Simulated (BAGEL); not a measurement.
**SiNH3ClO (SMILES N[Si](O)Cl): ROHF/cc-pVDZ (density fitting with qzvpp-jkfit)**

Aim: the vertical doublet–quartet gap of SiNH3ClO at ROHF/cc-pVDZ (density fitting with qzvpp-jkfit), from 2 runs. 

The calculation is run with BAGEL 1.2.2.

2 further runs of the same task are left out: 2 set aside as unsound or not needed.

**1. The system as given**

The species is SiNH3ClO (7 atoms), meant as a doublet with charge 0. As SMILES, `N[Si](O)Cl`. The shape is that of a PBE0-D4/def2-TZVP optimisation. This is one conformer, not always the lowest.

Bond lengths: N1–Si2 1.702 Å, Si2–O3 1.644 Å, Si2–Cl4 2.075 Å, N1–H5 1.007 Å, N1–H6 1.008 Å, O3–H7 0.959 Å. Angles: N1–Si2–O3 104.8°, N1–Si2–Cl4 106.6°, O3–Si2–Cl4 113.4°, Si2–N1–H5 120.6°, Si2–N1–H6 120.0°, Si2–O3–H7 116.2°, H5–N1–H6 112.6°.

**2. The energy at ROHF/cc-pVDZ (density fitting with qzvpp-jkfit)**

job.json reads:

```json
{ "bagel": [

{
  "title": "molecule",
  "basis": "cc-pvdz.json",
  "df_basis": "qzvpp-jkfit",
  "angstrom": true,
  "geometry": [
    { "atom": "N", "xyz": [      -0.447500,       1.069800,       0.302600 ] },
    { "atom": "Si", "xyz": [       0.431300,      -0.174700,      -0.456100 ] },
    { "atom": "O", "xyz": [       0.600600,      -1.333300,       0.697400 ] },
    { "atom": "Cl", "xyz": [      -0.699600,      -0.791500,      -2.082600 ] },
    { "atom": "H", "xyz": [      -0.895900,       1.786700,      -0.243500 ] },
    { "atom": "H", "xyz": [      -0.176100,       1.392700,       1.217800 ] },
    { "atom": "H", "xyz": [       1.248400,      -2.017700,       0.518600 ] }
  ]
},

{ "title": "rohf", "nopen": 1 },

{ "title": "print", "file": "orbitals.molden", "orbitals": true }

]}
```

The basis set cc-pVDZ is read from a file made from the Basis Set Exchange's data (not shown).

Command:

```bash
$ BAGEL_NUM_THREADS=1 BAGEL job.json > job.out
```

The log of the run:

```text
* using 1 threads per process

  ===============================================================
  ===============================================================

  *** Geometry ***

  { "atom" : "N", "xyz" : [     -0.845652,      2.021629,      0.571831 ] },
  { "atom" : "Si", "xyz" : [      0.815039,     -0.330135,     -0.861904 ] },
  { "atom" : "O", "xyz" : [      1.134970,     -2.519572,      1.317895 ] },
  { "atom" : "Cl", "xyz" : [     -1.322052,     -1.495718,     -3.935544 ] },
  { "atom" : "H", "xyz" : [     -1.693006,      3.376374,     -0.460148 ] },
  { "atom" : "H", "xyz" : [     -0.332781,      2.631822,      2.301308 ] },
  { "atom" : "H", "xyz" : [      2.359134,     -3.812900,      0.980012 ] },

  Number of auxiliary basis functions:      464

  Since a DF basis is specified, we compute 2- and 3-index integrals:
    o Being stored without compression. Storage requirement is 0.023 GB

  Number of basis functions:       79
  Number of electrons      :       49

    * METHOD: MOLECULE                             0.17

  *** Open-shell HF ***

  === Nuclear Repulsion ===
   215.5121259053

      * DIIS with orbital gradients will be used.

  === ROHF iteration (cc-pvdz.json) ===
      0       -879.25803546          0.04046925           0.10
      1       -879.46222054          0.02857812           0.10
      2       -879.53606993          0.01699430           0.10
      3       -879.58311933          0.00136799           0.10
      4       -879.58411378          0.00057296           0.10
      5       -879.58436356          0.00021503           0.10
      6       -879.58441485          0.00005597           0.10
      7       -879.58443831          0.00001940           0.10
      8       -879.58444303          0.00000672           0.10
      9       -879.58444468          0.00000271           0.10
     10       -879.58444510          0.00000137           0.10
     11       -879.58444507          0.00000057           0.10
     12       -879.58444508          0.00000021           0.10
     13       -879.58444511          0.00000008           0.10
     14       -879.58444511          0.00000003           0.09
     15       -879.58444511          0.00000001           0.09
     16       -879.58444511          0.00000001           0.09
    * SCF iteration converged.

    * S^2 (ROHF) is 0.7500

    * Permanent dipole moment:
           (   -0.748125,    -0.507112,    -0.412404) a.u.

    * METHOD: ROHF                                 1.83

    * METHOD: PRINT                                0.01

  ===============================================================
```

It took 2.2 s on 1 thread of Arm Neoverse V2, shared host; peak memory 0.11 GiB.

**3. The quartet at the same level**

hf.json reads:

```json
{ "bagel" : [

{
  "title" : "molecule",
  "basis" : "cc-pvdz.json",
  "df_basis" : "qzvpp-jkfit",
  "angstrom" : true,
  "geometry" : [
    { "atom" : "N", "xyz" : [      -0.447500,       1.069800,       0.302600 ] },
    { "atom" : "Si", "xyz" : [       0.431300,      -0.174700,      -0.456100 ] },
    { "atom" : "O", "xyz" : [       0.600600,      -1.333300,       0.697400 ] },
    { "atom" : "Cl", "xyz" : [      -0.699600,      -0.791500,      -2.082600 ] },
    { "atom" : "H", "xyz" : [      -0.895900,       1.786700,      -0.243500 ] },
    { "atom" : "H", "xyz" : [      -0.176100,       1.392700,       1.217800 ] },
    { "atom" : "H", "xyz" : [       1.248400,      -2.017700,       0.518600 ] }
  ]
},

{ "title" : "rohf", "nopen" : 3 },

{ "title" : "print", "file" : "orbitals.molden", "orbitals" : true }

]}
```

The basis set cc-pVDZ is read from a file made from the Basis Set Exchange's data (not shown).

Command:

```bash
$ BAGEL_NUM_THREADS=1 BAGEL hf.json > hf.out
```

The log of the run:

```text
* using 1 threads per process

  ===============================================================
  ===============================================================

  *** Geometry ***

  { "atom" : "N", "xyz" : [     -0.845652,      2.021629,      0.571831 ] },
  { "atom" : "Si", "xyz" : [      0.815039,     -0.330135,     -0.861904 ] },
  { "atom" : "O", "xyz" : [      1.134970,     -2.519572,      1.317895 ] },
  { "atom" : "Cl", "xyz" : [     -1.322052,     -1.495718,     -3.935544 ] },
  { "atom" : "H", "xyz" : [     -1.693006,      3.376374,     -0.460148 ] },
  { "atom" : "H", "xyz" : [     -0.332781,      2.631822,      2.301308 ] },
  { "atom" : "H", "xyz" : [      2.359134,     -3.812900,      0.980012 ] },

  Number of auxiliary basis functions:      464

  Since a DF basis is specified, we compute 2- and 3-index integrals:
    o Being stored without compression. Storage requirement is 0.023 GB

  Number of basis functions:       79
  Number of electrons      :       49

    * METHOD: MOLECULE                             0.17

  *** Open-shell HF ***

  === Nuclear Repulsion ===
   215.5121259053

      * DIIS with orbital gradients will be used.

  === ROHF iteration (cc-pvdz.json) ===
      0       -878.88429357          0.03811898           0.09
      1       -879.02342526          0.03668751           0.10
      2       -879.10731689          0.02656960           0.10
      3       -879.25852811          0.00529755           0.10
      4       -879.27596474          0.00392819           0.11
      5       -879.29226656          0.00295476           0.10
      6       -879.30613383          0.00329992           0.11
      7       -879.30879466          0.00105985           0.11
      8       -879.31095375          0.00073211           0.10
      9       -879.31352069          0.00067617           0.10
[... 51 lines of this table left out ...]
     61       -879.32857022          0.00000002           0.09
     62       -879.32857022          0.00000002           0.09
     63       -879.32857022          0.00000001           0.10
     64       -879.32857022          0.00000001           0.09
    * SCF iteration converged.

    * S^2 (ROHF) is 3.7500

    * Permanent dipole moment:
           (   -0.880025,     0.581755,     0.084451) a.u.

    * METHOD: ROHF                                 6.39

    * METHOD: PRINT                                0.01

  ===============================================================
```

It took 6.9 s on 1 thread of Arm Neoverse V2, shared host; peak memory 0.11 GiB.

**4. Results**

At ROHF/cc-pVDZ (density fitting with qzvpp-jkfit):

| quantity | value |
| --- | --- |
| doublet: total energy | -879.58445 Eh |
| doublet: dipole moment | 2.53 D |
| doublet: ⟨S²⟩ | 0.750 |
| quartet: total energy | -879.32857 Eh |
| quartet: dipole moment | 2.69 D |
| quartet: ⟨S²⟩ | 3.750 |
| vertical energy of the quartet above the doublet | 6.963 eV |

In words: At this shape the quartet lies 6.96 eV (672 kJ/mol) above the doublet.
